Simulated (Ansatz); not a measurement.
# C₄H₁₁AlO: one species, many methods

One table from this session's results is given with a row withheld; the runs are named, their logs left out.

Method: functionals in def2-TZVPP, the program's frozen cores in correlated methods; program: Ansatz 0.2.0, Gaussian basis.

Plan: LDA (SPW92), PBE-D4, revPBE-D4, BLYP-D4, r2SCAN-D4, B97M-V, PBE0-D4, B3LYP-D4, r2SCANh-D4, r2SCAN0-D4, HSE06-D4, BHLYP-D4, CAM-B3LYP-D4, LC-ωPBE, ωB97X-V, ωB97M-V, B2PLYP, PBE-QIDH; CCSD(T)/def2-SVP; CCSD(T)/def2-TZVPP; MP2/def2-QZVPP; extrapolation to the limit; RPA on PBE.

## The geometry

All runs share one geometry, relaxed beforehand with PBE0-D4 in a triple-zeta def2 set.

SMILES `CC(C)(C)[O][AlH2]`, 17 atoms, charge 0, spin multiplicity 1.

Atoms are counted from 1 here; the program's logs count them from 0.

Bond lengths: C1–C2 1.521 Å, C1–H7 1.093 Å, C1–H8 1.092 Å, C1–H9 1.092 Å, C2–C3 1.524 Å, C2–C4 1.524 Å, C2–O5 1.414 Å, C3–H10 1.094 Å, C3–H11 1.093 Å, C3–H12 1.093 Å, C4–H13 1.094 Å, C4–H14 1.093 Å, C4–H15 1.093 Å, O5–Al6 1.685 Å, Al6–H16 1.578 Å, Al6–H17 1.586 Å. Angles: C2–C1–H7 111.1°, C2–C1–H8 110.1°, C2–C1–H9 110.1°, H7–C1–H8 108.6°, H7–C1–H9 108.6°, H8–C1–H9 108.2°, C1–C2–C3 110.4°, C1–C2–C4 110.4°, C1–C2–O5 107.1°, C3–C2–C4 110.3°, C3–C2–O5 109.3°, C4–C2–O5 109.3°, C2–C3–H10 110.5°, C2–C3–H11 111.2°, C2–C3–H12 110.1°, H10–C3–H11 108.0°, H10–C3–H12 108.6°, H11–C3–H12 108.3° and more.

As a file:

| atom | x (Å) | y (Å) | z (Å) |
| --- | --- | --- | --- |
| C1 | -0.38550 | -1.75575 | -0.31628 |
| C2 | -0.00310 | -0.29344 | -0.14297 |
| C3 | 1.50588 | -0.15525 | 0.01660 |
| C4 | -0.48612 | 0.52580 | -1.33345 |
| O5 | -0.64127 | 0.16801 | 1.03130 |
| Al6 | -0.75105 | 1.59789 | 1.91550 |
| H7 | 0.07583 | -2.17991 | -1.21123 |
| H8 | -1.46955 | -1.85252 | -0.40382 |
| H9 | -0.06043 | -2.33423 | 0.55086 |
| H10 | 1.78311 | 0.89471 | 0.14616 |
| H11 | 2.03215 | -0.53812 | -0.86095 |
| H12 | 1.84425 | -0.71597 | 0.89110 |
| H13 | -0.21686 | 1.57843 | -1.20878 |
| H14 | -0.03883 | 0.17037 | -2.26472 |
| H15 | -1.57232 | 0.45192 | -1.42455 |
| H16 | -1.65003 | 1.53269 | 3.21075 |
| H17 | 0.01476 | 2.90496 | 1.44458 |

Set-up of the first run:

in.yaml

```yaml
crystal:
  periodic: [false, false, false]
  atoms:
    - {symbol: C, position_ang: [-0.385502, -1.755752, -0.316279]}
    - {symbol: C, position_ang: [-0.003098, -0.293435, -0.142967]}
    - {symbol: C, position_ang: [1.505877, -0.155246, 0.016601]}
    - {symbol: C, position_ang: [-0.486117, 0.525796, -1.333447]}
    - {symbol: O, position_ang: [-0.641274, 0.168006, 1.031299]}
    - {symbol: Al, position_ang: [-0.751051, 1.597886, 1.915501]}
    - {symbol: H, position_ang: [0.075830, -2.179914, -1.211226]}
    - {symbol: H, position_ang: [-1.469553, -1.852516, -0.403817]}
    - {symbol: H, position_ang: [-0.060431, -2.334228, 0.550857]}
    - {symbol: H, position_ang: [1.783113, 0.894710, 0.146156]}
    - {symbol: H, position_ang: [2.032151, -0.538115, -0.860954]}
    - {symbol: H, position_ang: [1.844246, -0.715971, 0.891096]}
    - {symbol: H, position_ang: [-0.216858, 1.578432, -1.208778]}
    - {symbol: H, position_ang: [-0.038831, 0.170373, -2.264718]}
    - {symbol: H, position_ang: [-1.572325, 0.451916, -1.424554]}
    - {symbol: H, position_ang: [-1.650034, 1.532695, 3.210751]}
    - {symbol: H, position_ang: [0.014760, 2.904965, 1.444577]}
basis:
  gaussian: {orbitals: def2-TZVPP}
hamiltonian: {xc: lda}
output: {orbitals: {seedname: orbitals}}
```

Launch:

```console
ansatz run in.yaml --threads 2 --pin off --events-out ev --progress --plain --max-ram 32768MiB --backend cuda --devices 0, --max-vram 18GiB
```

Among the steps run: LDA; PBE-D4 (GGA); revPBE-D4 (GGA); BLYP-D4 (GGA); r2SCAN-D4 (meta-GGA); B97M-V (meta-GGA); B3LYP-D4 (hybrid); r2SCANh-D4 (hybrid); r2SCAN0-D4 (hybrid); HSE06-D4 (hybrid); BHLYP-D4 (hybrid); CAM-B3LYP-D4 (range-separated); LC-ωPBE (range-separated); ωB97X-V (range-separated); ωB97M-V (range-separated); B2PLYP (double hybrid); PBE-QIDH (double hybrid).

One table of the session follows, with a row left open; its other results are not shown here.

It belongs to the step «Frontier levels by functional». 

```
  functional  HOMO (eV)  gap (eV)
 LDA (SPW92)      -6.52      4.61
      PBE-D4      -6.41      4.73
   revPBE-D4      -6.35      4.79
     BLYP-D4      -6.32      4.76
   r2SCAN-D4      -6.70      5.37
      B97M-V      -6.88      5.27
     PBE0-D4      -7.81      6.90
    B3LYP-D4      -7.60      6.48
  r2SCANh-D4      -7.23      6.15
  r2SCAN0-D4      -8.02      7.31
    HSE06-D4      -7.40      6.13
    BHLYP-D4          ?         ?
CAM-B3LYP-D4      -9.22      9.22
     LC-ωPBE     -10.54     11.65
     ωB97X-V     -10.23     11.19
     ωB97M-V     -10.10     10.77
```

Estimate the missing values for BHLYP-D4.

Worked estimate for «HOMO (eV)». Against the share of exact exchange, BLYP-D4 (0, -6.32), B3LYP-D4 (0.2, -7.60) give a slope of -6.40 per unit share; at 0.5 the line stands at -9.52.

**Answer.** HOMO (eV): -9.15; gap (eV): 8.99. In «HOMO (eV)» the line misses by -0.37.
